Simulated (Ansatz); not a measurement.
# CH₆FInOSi: a ladder of functionals and wavefunction methods

Aim: compute CH₆FInOSi with functionals from several rungs and with coupled cluster, and see how far each lands from CCSD(T) at the basis-set limit for the atomisation energy.

Program: Ansatz 0.2.0, Gaussian basis. Level of theory: functionals in def2-TZVPP, the program's frozen cores in correlated methods. These are calculated values, not measurements.

The runs, in order: LDA (SPW92), PBE-D4, revPBE-D4, BLYP-D4, r2SCAN-D4, B97M-V, PBE0-D4, B3LYP-D4, r2SCANh-D4, r2SCAN0-D4, HSE06-D4, BHLYP-D4, CAM-B3LYP-D4, LC-ωPBE, ωB97X-V, ωB97M-V, B2PLYP, PBE-QIDH; CCSD(T)/def2-SVP; CCSD(T)/def2-TZVPP; MP2/def2-QZVPP; extrapolation to the limit; RPA on PBE.

## (1) The geometry

All runs share one geometry, relaxed beforehand with PBE0-D4 in a triple-zeta def2 set. In takes the def2 core potential; no spin-orbit term is included.

11 atoms, charge 0, spin multiplicity 1.

Atoms are counted from 1 here; the program's logs count them from 0.

Bond lengths: C1–In2 2.288 Å, C1–H6 1.096 Å, C1–H7 1.099 Å, C1–H8 1.098 Å, Si3–O4 1.635 Å, Si3–F5 1.597 Å, Si3–H9 1.480 Å, Si3–H10 1.474 Å, O4–H11 0.968 Å. Angles: In2–C1–H6 106.6°, In2–C1–H7 116.2°, In2–C1–H8 113.2°, H6–C1–H7 105.5°, H6–C1–H8 106.2°, H7–C1–H8 108.2°, O4–Si3–F5 109.5°, O4–Si3–H9 111.4°, O4–Si3–H10 106.7°, F5–Si3–H9 106.7°, F5–Si3–H10 108.2°, H9–Si3–H10 114.1°, Si3–O4–H11 119.0°.

## (2) LDA

This LDA is Slater exchange with PW92 correlation.

Contents of in.yaml:

```yaml
crystal:
  periodic: [false, false, false]
  atoms:
    - {symbol: C, position_ang: [-1.672891, 0.339428, -1.207991]}
    - {symbol: In, position_ang: [-1.716205, -1.704610, -0.180724]}
    - {symbol: Si, position_ang: [1.692643, -0.138365, 1.242186]}
    - {symbol: O, position_ang: [0.944658, -0.651418, -0.118463]}
    - {symbol: F, position_ang: [0.617870, 0.031051, 2.411284]}
    - {symbol: H, position_ang: [-2.663411, 0.487694, -1.653000]}
    - {symbol: H, position_ang: [-0.958197, 0.452402, -2.035747]}
    - {symbol: H, position_ang: [-1.522868, 1.172400, -0.508716]}
    - {symbol: H, position_ang: [2.321468, 1.186747, 1.046814]}
    - {symbol: H, position_ang: [2.635741, -1.201004, 1.634329]}
    - {symbol: H, position_ang: [0.386791, -0.031326, -0.609373]}
basis:
  gaussian: {orbitals: def2-TZVPP}
hamiltonian: {xc: lda}
output: {orbitals: {seedname: orbitals}}
```

After this run come: PBE-D4 (GGA); revPBE-D4 (GGA); BLYP-D4 (GGA); r2SCAN-D4 (meta-GGA); B97M-V (meta-GGA); PBE0-D4 (hybrid); B3LYP-D4 (hybrid); r2SCANh-D4 (hybrid); r2SCAN0-D4 (hybrid); HSE06-D4 (hybrid); BHLYP-D4 (hybrid); CAM-B3LYP-D4 (range-separated); LC-ωPBE (range-separated); ωB97X-V (range-separated); ωB97M-V (range-separated); B2PLYP (double hybrid); PBE-QIDH (double hybrid); CCSD(T) in def2-SVP; CCSD(T) in def2-TZVPP; MP2 in def2-QZVPP; RPA on PBE orbitals.

Before running them: what should the planned runs give, taken together? Wanted: atomisation energy, CCSD(T)/CBS; farthest beyond LDA; mean size of error, GGA; mean size of error, meta-GGA; mean size of error, hybrid; mean size of error, range-separated; mean size of error, double hybrid; gap, smallest and largest; T1 diagnostic.

The runs gave:

| quantity | value |
| --- | --- |
| atomisation energy, CCSD(T)/CBS | 3774.4 kJ/mol |
| functionals within 37.7 kJ/mol (1.0 %) | PBE-D4, BLYP-D4, r2SCAN-D4, B97M-V, B3LYP-D4, CAM-B3LYP-D4, ωB97X-V, ωB97M-V |
| farthest beyond LDA | BHLYP-D4 (-132.9 kJ/mol) |
| mean size of error, GGA | 46.0 kJ/mol |
| mean size of error, meta-GGA | 28.8 kJ/mol |
| mean size of error, hybrid | 76.0 kJ/mol |
| mean size of error, range-separated | 32.6 kJ/mol |
| mean size of error, double hybrid | 74.8 kJ/mol |
| gap, smallest and largest | 2.46 eV (BLYP-D4), 8.31 eV (LC-ωPBE) |
| T1 diagnostic | 0.0138 |
| triples share of the correlation energy | 3.1 % |

**Reading.** The LDA atomisation energy is off by 463.0 kJ/mol (12 %): it overbinds. PBE-D4 is off by -7.3 kJ/mol. Double hybrids carry the basis error of their MP2 part in triple zeta, and no dispersion term here, so their miss is partly the set-up's. The rungs meta-GGA, range-separated miss on average by less than the doubt on the reference (37.7 kJ/mol), so they tie. The reference freezes the cores and leaves out spin-orbit coupling and excitations past (T), and its outer-core shells are covered unevenly, so misses under about 37.7 kJ/mol can't be ranked. All levels share the lack of spin-orbit coupling, which lowers the free heavy atoms and so the true binding. Hartree-Fock recovers 73 % of the binding; the rest is correlation. CCSD(T) in def2-SVP is off by -281.0 kJ/mol, worse than the median functional, from the basis alone. The gap grows from 2.5 to 8.3 eV across the functionals, mostly with the share of exact exchange. Correlated methods include outer-core shells of In, which these sets cover unevenly.
